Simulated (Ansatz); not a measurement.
# CH2Hf: the cost of one run

Program: Ansatz 0.2.0, Gaussian basis. Level of theory: def2-TZVPP, core rule «outside noble gas», up to 5 orbitals frozen. These are calculated values, not measurements.

Plan: UHF; CCSD(T) on ROHF; CCSD(T) on UHF; CCSDT(Q) on ROHF; CCSDT(Q) on UHF.

6 further runs of the same task are left out: 3 for a known fault of the program, 3 set aside as unsound or not needed.

## 1. What is computed

The geometry is a PBE0/def2-TZVP stationary point (not a proven minimum) of the parent state, kept for this charge and spin. No spin-orbit coupling is included. Elements past krypton take def2 core potentials.

4 atoms, charge 1, spin multiplicity 6.

Atoms are counted from 1 here; the program's logs count them from 0.

Bond lengths: Hf1–C2 2.098 Å, C2–H3 1.094 Å, C2–H4 1.094 Å. Angles: Hf1–C2–H3 123.9°, Hf1–C2–H4 123.9°, H3–C2–H4 112.3°.

## 2. UHF

File in.yaml:

```yaml
crystal:
  periodic: [false, false, false]
  atoms:
    - {symbol: Hf, position_ang: [0.000000, 0.000000, 0.159218]}
    - {symbol: C, position_ang: [0.000000, 0.000000, -1.938489]}
    - {symbol: H, position_ang: [0.000000, 0.908204, -2.547892]}
    - {symbol: H, position_ang: [0.000000, -0.908204, -2.547892]}
basis:
  gaussian: {orbitals: def2-TZVPP}
total_charge: 1
magnetization: {spin_polarized: true, initial_magnetization: 5}
hamiltonian: {xc: hf}
output: {orbitals: {seedname: orbitals}}
```

Run with:

```bash
> ansatz run in.yaml --threads 1 --pin off --events-out ev --progress --plain --max-ram 4096MiB --backend cpu
```

Q: Estimate wall time and peak memory on 1 thread of AMD EPYC 7R13, shared host.

About 8.5 s, with a peak of 0.25 GiB.
